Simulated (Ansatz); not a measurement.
# AlBrH₃NOSi: small, medium and large basis sets

Aim: see how fast density functionals converge with the basis set for AlBrH₃NOSi.

The runs use Ansatz 0.2.0, Gaussian basis; one geometry, several basis sets.

The runs, in order: PBE0-D4/def2-SVP; ωB97M-V/def2-SVP; PBE0-D4/def2-QZVPP; ωB97M-V/def2-QZVPP; the functionals' def2-TZVPP values are taken from earlier runs.

### Step 1. The geometry

All runs share one geometry, relaxed beforehand with PBE0-D4 in a triple-zeta def2 set.

SMILES `N[Si]1(Br)[O][AlH]1`, 8 atoms, charge 0, spin multiplicity 1.

Atoms are counted from 1 here; the program's logs count them from 0.

Bond lengths: N1–Si2 1.691 Å, N1–H6 1.006 Å, N1–H7 1.005 Å, Si2–Br3 2.233 Å, Si2–O4 1.659 Å, Si2–Al5 2.278 Å, O4–Al5 1.755 Å, Al5–H8 1.582 Å. Angles: Si2–N1–H6 122.7°, Si2–N1–H7 122.3°, H6–N1–H7 113.8°, N1–Si2–Br3 103.2°, N1–Si2–O4 115.8°, N1–Si2–Al5 133.6°, Br3–Si2–O4 115.0°, Br3–Si2–Al5 123.0°, O4–Si2–Al5 50.0°, Si2–O4–Al5 83.7°, Si2–Al5–O4 46.4°, Si2–Al5–H8 175.5°, O4–Al5–H8 129.2°.

### Step 2. PBE0-D4 in def2-SVP

Input file in.yaml:

```yaml
crystal:
  periodic: [false, false, false]
  atoms:
    - {symbol: N, position_ang: [-0.477810, 0.730436, 1.391545]}
    - {symbol: Si, position_ang: [0.376186, -0.084464, 0.180699]}
    - {symbol: Br, position_ang: [2.121282, -0.943785, 1.277097]}
    - {symbol: O, position_ang: [-0.499214, -1.176244, -0.711090]}
    - {symbol: Al, position_ang: [0.119014, -0.262989, -2.076154]}
    - {symbol: H, position_ang: [-1.327425, 1.237223, 1.209361]}
    - {symbol: H, position_ang: [-0.079185, 0.919451, 2.295018]}
    - {symbol: H, position_ang: [-0.140747, -0.476728, -3.622174]}
basis:
  gaussian: {orbitals: def2-SVP}
hamiltonian: {xc: pbe0, dispersion: d4}
output: {orbitals: {seedname: orbitals}}
```

Command:

```sh
ansatz run in.yaml --threads 4 --pin off --events-out ev --progress --plain --max-ram 10444MiB
```

Log:

```text
Functional definition: PBE0
  name "PBE0"
  cite "Adamo & Barone, J. Chem. Phys. 110, 6158 (1999) doi:10.1063/1.478522"
  cite "Perdew, Burke & Ernzerhof, Phys. Rev. Lett. 77, 3865 (1996) doi:10.1103/PhysRevLett.77.3865"
  parent pbe
  parameter a = 0.25
  parameter kappa = 0.804
  parameter beta = 0.06672455060314922
  exchange = (1 - a)*pbe_x(kappa = kappa, mu = beta*pi^2/3) + a*exact_x
  correlation = pbe_c(beta = beta)
1052 factors; integrals over basis functions are off by at most 1.1e-3 eV
mean field evaluation 1: about -88065.1651 eV, gradient 7.2e1 eV
mean field evaluation 2: about -88007.1267 eV, gradient 1.7e2 eV
mean field evaluation 4: about -88074.8641 eV, gradient 1.6e1 eV
mean field evaluation 8: about -88075.4208 eV, gradient 9.8e-1 eV
mean field evaluation 16: about -88075.4234 eV, gradient 3.2e-4 eV
mean field -88075.42339574 eV, -3236.7121101274 hartree, gradient 3.4e-5 eV, S^2 0.000000; 0 other end points of the search recorded, 0 dependent functions left out
reference -88075.42342686 eV, -3236.7121112709 hartree; 40, 40 occupied and 71, 71 virtual orbitals, 1052 factors
Total energy: -88075.62608600 eV, -3236.7195588571 hartree
```

Run time: 0.85 s. Hardware: 4 threads, shared host.

### Step 3. ωB97M-V in def2-SVP

Edit in.yaml of step 2 so:

```diff
@@ -13,3 +13,3 @@
   gaussian: {orbitals: def2-SVP}
-hamiltonian: {xc: pbe0, dispersion: d4}
+hamiltonian: {xc: {name: wB97M-V}}
 output: {orbitals: {seedname: orbitals}}
```

Launched as before.

Log, cut to the lines that bear on the results:

```text
Functional definition: wB97M-V
  name "wB97M-V"
  cite "Mardirossian & Head-Gordon, J. Chem. Phys. 144, 214110 (2016) doi:10.1063/1.4952647"
  cite "Becke, J. Chem. Phys. 107, 8554 (1997) doi:10.1063/1.475007"
  cite "Vydrov & Van Voorhis, J. Chem. Phys. 133, 244103 (2010) doi:10.1063/1.3521275"
  # Of w^i u^j: cxij and so on, Table III.
[...]
  gx(w, u) = 1 - cx + cx01*u + cx10*w
  gss(w, u) = css00 + css04*u^4 + css10*w + css20*w^2 + css43*w^4*u^3
  gos(w, u) = cos00 + cos10*w + (cos20 + cos21*u)*w^2 + (cos60 + cos61*u)*w^6
[...]
      + integral(e_c_pw_mod_opposite_spin*gos(b97_w_opposite, b97_u_opposite)) + vv10(b, c)
1052 factors; integrals over basis functions are off by at most 1.1e-3 eV
295 factors; integrals over basis functions are off by at most 8.7e-6 eV
[...]
mean field -88087.97193925 eV, -3237.1732605957 hartree, gradient 4.3e-5 eV, S^2 0.000000; 0 other end points of the search recorded, 0 dependent functions left out
reference -88087.97198770 eV, -3237.1732623760 hartree; 40, 40 occupied and 71, 71 virtual orbitals, 1052 factors
Total energy: -88087.97198770 eV, -3237.1732623760 hartree
```

Wall time 2.9 s (4 threads, shared host).

### Step 4. PBE0-D4 in def2-QZVPP

Edit in.yaml of step 3 so:

```diff
@@ -12,4 +12,4 @@
 basis:
-  gaussian: {orbitals: def2-SVP}
-hamiltonian: {xc: {name: wB97M-V}}
+  gaussian: {orbitals: "def2-QZVPP.json"}
+hamiltonian: {xc: pbe0, dispersion: d4}
 output: {orbitals: {seedname: orbitals}}
```

Launched as before.

Log:

```text
Functional definition: PBE0
  name "PBE0"
  cite "Adamo & Barone, J. Chem. Phys. 110, 6158 (1999) doi:10.1063/1.478522"
  cite "Perdew, Burke & Ernzerhof, Phys. Rev. Lett. 77, 3865 (1996) doi:10.1103/PhysRevLett.77.3865"
  parent pbe
  parameter a = 0.25
  parameter kappa = 0.804
  parameter beta = 0.06672455060314922
  exchange = (1 - a)*pbe_x(kappa = kappa, mu = beta*pi^2/3) + a*exact_x
  correlation = pbe_c(beta = beta)
1872 factors; their error is unknown
mean field evaluation 1: about -88082.1309 eV, gradient 8.7e1 eV
mean field evaluation 2: about -87994.8627 eV, gradient 2.0e2 eV
mean field evaluation 4: about -88094.7727 eV, gradient 2.3e1 eV
mean field evaluation 8: about -88095.7004 eV, gradient 1.7e-1 eV
mean field evaluation 16: about -88095.8905 eV, gradient 1.3e-4 eV
mean field -88095.89052247 eV, -3237.4642631616 hartree, gradient 2.2e-5 eV, S^2 0.000000; 0 other end points of the search recorded, 0 dependent functions left out
reference -88095.89056321 eV, -3237.4642646588 hartree; 40, 40 occupied and 393, 393 virtual orbitals, 1872 factors
Total energy: -88096.09322236 eV, -3237.4717122450 hartree
```

Run time: 6.5 s. Hardware: 4 threads, shared host; peak memory 1.9 GiB.

### Step 5. ωB97M-V in def2-QZVPP

Edit in.yaml of step 4 so:

```diff
@@ -13,3 +13,3 @@
   gaussian: {orbitals: "def2-QZVPP.json"}
-hamiltonian: {xc: pbe0, dispersion: d4}
+hamiltonian: {xc: {name: wB97M-V}}
 output: {orbitals: {seedname: orbitals}}
```

Launched as before.

Log, cut to the lines that bear on the results:

```text
Functional definition: wB97M-V
  name "wB97M-V"
  cite "Mardirossian & Head-Gordon, J. Chem. Phys. 144, 214110 (2016) doi:10.1063/1.4952647"
  cite "Becke, J. Chem. Phys. 107, 8554 (1997) doi:10.1063/1.475007"
  cite "Vydrov & Van Voorhis, J. Chem. Phys. 133, 244103 (2010) doi:10.1063/1.3521275"
  # Of w^i u^j: cxij and so on, Table III.
[...]
  gx(w, u) = 1 - cx + cx01*u + cx10*w
  gss(w, u) = css00 + css04*u^4 + css10*w + css20*w^2 + css43*w^4*u^3
  gos(w, u) = cos00 + cos10*w + (cos20 + cos21*u)*w^2 + (cos60 + cos61*u)*w^6
[...]
      + integral(e_c_pw_mod_opposite_spin*gos(b97_w_opposite, b97_u_opposite)) + vv10(b, c)
1778 factors; their error is unknown
362 factors; integrals over basis functions are off by at most 2.0e-5 eV
[...]
mean field -88108.37796718 eV, -3237.9231682904 hartree, gradient 8.7e-5 eV, S^2 0.000000; 0 other end points of the search recorded, 0 dependent functions left out
reference -88108.37803419 eV, -3237.9231707529 hartree; 40, 40 occupied and 393, 393 virtual orbitals, 1778 factors
Total energy: -88108.37803419 eV, -3237.9231707529 hartree
```

Wall time 13 s (4 threads, shared host); peak memory 2.2 GiB.

### Step 6. Functionals by basis

The def2-TZVPP values come from earlier runs at the same geometry.

```
functional       basis  functions  energy (eV)  from the largest (eV)  HOMO (eV)  LUMO (eV)
   PBE0-D4    def2-SVP        111  -88075.6261                 20.467      -6.12      -1.44
   PBE0-D4  def2-TZVPP        236  -88093.9625                  2.131      -6.21      -1.58
   PBE0-D4  def2-QZVPP        433  -88096.0932                  0.000      -6.25      -1.64
   ωB97M-V    def2-SVP        111  -88087.9720                 20.406      -8.07       0.31
   ωB97M-V  def2-TZVPP        236  -88106.3366                  2.041      -8.18       0.08
   ωB97M-V  def2-QZVPP        433  -88108.3780                  0.000      -8.22      -0.12
```

### Step 7. Outcome

| quantity | value |
| --- | --- |
| PBE0-D4: double and triple zeta above quadruple | 20.47, 2.13 eV |
| ωB97M-V: double and triple zeta above quadruple | 20.41, 2.04 eV |

PBE0-D4 gains 18.34 eV from double to triple zeta, then 2.13 eV more. Total energies overstate the basis error of differences, where much of it tends to cancel.

For PBE0-D4 the largest set took about 8 times as long as the smallest (6.5 s against 0.85 s).
